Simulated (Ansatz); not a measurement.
# CH₃GaS₂: basis-set convergence

The task here is to estimate one member of a computed series from the others.

Method: one geometry, several basis sets; program: Ansatz 0.2.0, Gaussian basis.

Plan: PBE0-D4/def2-SVP; ωB97M-V/def2-SVP; PBE0-D4/def2-QZVPP; ωB97M-V/def2-QZVPP; the functionals' def2-TZVPP values are taken from earlier runs.

### The geometry

An earlier PBE0-D4 in a triple-zeta def2 set relaxation fixed the geometry.

SMILES `[CH3][Ga]1[S][S]1`, 7 atoms, charge 0, spin multiplicity 1.

Atoms are counted from 1 here; the program's logs count them from 0.

Bond lengths: C1–Ga2 1.932 Å, C1–H5 1.089 Å, C1–H6 1.090 Å, C1–H7 1.091 Å, Ga2–S3 2.176 Å, Ga2–S4 2.174 Å, S3–S4 2.205 Å. Angles: Ga2–C1–H5 110.5°, Ga2–C1–H6 109.3°, Ga2–C1–H7 109.1°, H5–C1–H6 109.7°, H5–C1–H7 109.5°, H6–C1–H7 108.7°, C1–Ga2–S3 149.0°, C1–Ga2–S4 150.1°, S3–Ga2–S4 60.9°, Ga2–S3–S4 59.5°, Ga2–S4–S3 59.6°.

Geometry (Å):

```
C    -0.6215    0.9298   -0.4267
Ga    0.3755   -0.5840    0.2420
S     2.0679   -1.3484    1.3763
S     0.6474   -2.7342    0.4157
H    -1.5186    0.5963   -0.9462
H    -0.8984    1.5761    0.4069
H     0.0086    1.4963   -1.1137
```

The first run:

Contents of in.yaml:

```yaml
crystal:
  periodic: [false, false, false]
  atoms:
    - {symbol: C, position_ang: [-0.621455, 0.929838, -0.426690]}
    - {symbol: Ga, position_ang: [0.375550, -0.583981, 0.242035]}
    - {symbol: S, position_ang: [2.067910, -1.348362, 1.376296]}
    - {symbol: S, position_ang: [0.647450, -2.734237, 0.415687]}
    - {symbol: H, position_ang: [-1.518570, 0.596338, -0.946209]}
    - {symbol: H, position_ang: [-0.898423, 1.576053, 0.406901]}
    - {symbol: H, position_ang: [0.008638, 1.496251, -1.113722]}
basis:
  gaussian: {orbitals: def2-SVP}
hamiltonian: {xc: pbe0, dispersion: d4}
output: {orbitals: {seedname: orbitals}}
```

Started as:

```bash
ansatz run in.yaml --threads 2 --pin off --events-out ev --progress --plain --max-ram 4352MiB
```

Among the steps run: PBE0-D4 in def2-SVP; ωB97M-V in def2-SVP; PBE0-D4 in def2-QZVPP; ωB97M-V in def2-QZVPP.

One table of the session follows, with a row left open; its other results are not shown here.

It belongs to the step «Functionals by basis». 

```
functional       basis  HOMO (eV)
   PBE0-D4    def2-SVP      -5.78
   PBE0-D4  def2-TZVPP      -5.92
   PBE0-D4  def2-QZVPP      -5.95
   ωB97M-V    def2-SVP      -7.88
   ωB97M-V  def2-TZVPP          ?
   ωB97M-V  def2-QZVPP      -8.07
```

Q: Estimate the row for ωB97M-V, def2-TZVPP from the others.

As computed: HOMO (eV): -8.03. In the column «HOMO (eV)» it lies between ωB97M-V, def2-QZVPP (-8.07) and ωB97M-V, def2-SVP (-7.88).
